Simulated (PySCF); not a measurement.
**From one method to the next for Ne³⁺ (quartet)**

What do other methods print for Ne³⁺ (quartet)?

Method: each script names its method and basis; program: PySCF 2.14.0.

4 further runs of the same task are left out: 4 that didn't finish.

## Step 1: The atom

Ne³⁺ (quartet): 1 atom, charge 3, spin multiplicity 4.

## Step 2: The run that the others are compared with

The input, input.py:

```python
from pyscf import gto, scf, cc

mol = gto.M(
    atom='Ne 0 0 0',
    basis='cc-pvdz-dk',
    charge=3,
    spin=3,
    verbose=4,
)
mf = scf.UHF(mol)
mf = mf.sfx2c1e()
mf = mf.density_fit(auxbasis='def2-universal-jkfit')
mf.kernel()
mycc = cc.CCSD(mf, frozen=1)
mycc.kernel()
mf.dip_moment()
print('orbital energies (hartree):', [e[max(0, n-3):n+3].round(4) for e, n in zip(mf.mo_energy, mol.nelec)])
```

On the command line:

```
OMP_NUM_THREADS=1 python input.py
```

## Step 3: Stability test

Variant 1 changes step after the SCF: ccsd → stability.

Edit input.py of step 2 so:

```diff
@@ -1,2 +1,2 @@
-from pyscf import gto, scf, cc
+from pyscf import gto, scf
 
@@ -13,4 +13,3 @@
 mf.kernel()
-mycc = cc.CCSD(mf, frozen=1)
-mycc.kernel()
+mf.stability(internal=True, external=True)
 mf.dip_moment()
```

## Step 4: Mn15l (UKS)

Variant 2 changes functional: none (Hartree–Fock) → mn15l; SCF type: UHF → UKS; step after the SCF: ccsd → analyze.

The input, input.py:

```python
from pyscf import gto, dft

mol = gto.M(
    atom='Ne 0 0 0',
    basis='cc-pvdz-dk',
    charge=3,
    spin=3,
    verbose=4,
)
mf = dft.UKS(mol, xc='mn15l')
mf = mf.sfx2c1e()
mf = mf.density_fit(auxbasis='def2-universal-jkfit')
mf.kernel()
mf.analyze()
print('orbital energies (hartree):', [e[max(0, n-3):n+3].round(4) for e, n in zip(mf.mo_energy, mol.nelec)])
```

## Step 5: Mn15 (UKS)

Variant 3 changes functional: none (Hartree–Fock) → mn15; SCF type: UHF → UKS; step after the SCF: ccsd → analyze.

The input, input.py:

```python
from pyscf import gto, dft

mol = gto.M(
    atom='Ne 0 0 0',
    basis='cc-pvdz-dk',
    charge=3,
    spin=3,
    verbose=4,
)
mf = dft.UKS(mol, xc='mn15')
mf = mf.sfx2c1e()
mf = mf.density_fit(auxbasis='def2-universal-jkfit')
mf.kernel()
mf.analyze()
print('orbital energies (hartree):', [e[max(0, n-3):n+3].round(4) for e, n in zip(mf.mo_energy, mol.nelec)])
```

## Step 6: EOM-EA

Variant 4 changes step after the SCF: ccsd → eomea; number of roots: none → 6.

Edit input.py of step 2 so:

```diff
@@ -15,2 +15,4 @@
 mycc.kernel()
+e = mycc.eaccsd(nroots=6)[0]
+print('roots (eV) =', (e*27.211386).round(3))
 mf.dip_moment()
```

## Step 7: TDA

Variant 5 changes step after the SCF: ccsd → tda; number of roots: none → 3.

Edit input.py of step 2 so:

```diff
@@ -1,2 +1,2 @@
-from pyscf import gto, scf, cc
+from pyscf import gto, scf, tdscf
 
@@ -13,4 +13,6 @@
 mf.kernel()
-mycc = cc.CCSD(mf, frozen=1)
-mycc.kernel()
+td = tdscf.TDA(mf)
+td.nstates = 3
+td.kernel()
+td.analyze()
 mf.dip_moment()
```

**Question.** What will these runs give? Wanted: for each run, E(SCF); from base; gap, α spin; after the SCF.

As calculated:

| run | E(SCF) (hartree) | from base (eV) | cycles | gap, α spin (eV) | after the SCF |
| --- | --- | --- | --- | --- | --- |
| base | -124.187867 | 0 | 6 | 90.34 | CCSD correlation -2.188 eV, core frozen |
| stability test | -124.187867 | 0.0000 | 6 | 90.34 | stable |
| mn15l (UKS) | -124.397386 | not comparable | 6 | 73.14 | n/a |
| mn15 (UKS) | -124.347057 | not comparable | 6 | 74.75 | n/a |
| EOM-EA | -124.187867 | 0.0000 | 6 | 90.34 | CCSD correlation -2.188 eV, core frozen, first root -62.45 eV |
| TDA | -124.187867 | 0.0000 | 6 | 90.34 | lowest root found 22.56 eV |

The α-spin gap between the frontier levels is 73.1 eV with mn15l (0 % exact exchange) and 74.8 eV with mn15 (44 %): exact exchange opens it. Total energies of different functionals can't be compared with each other; differences within one functional can.
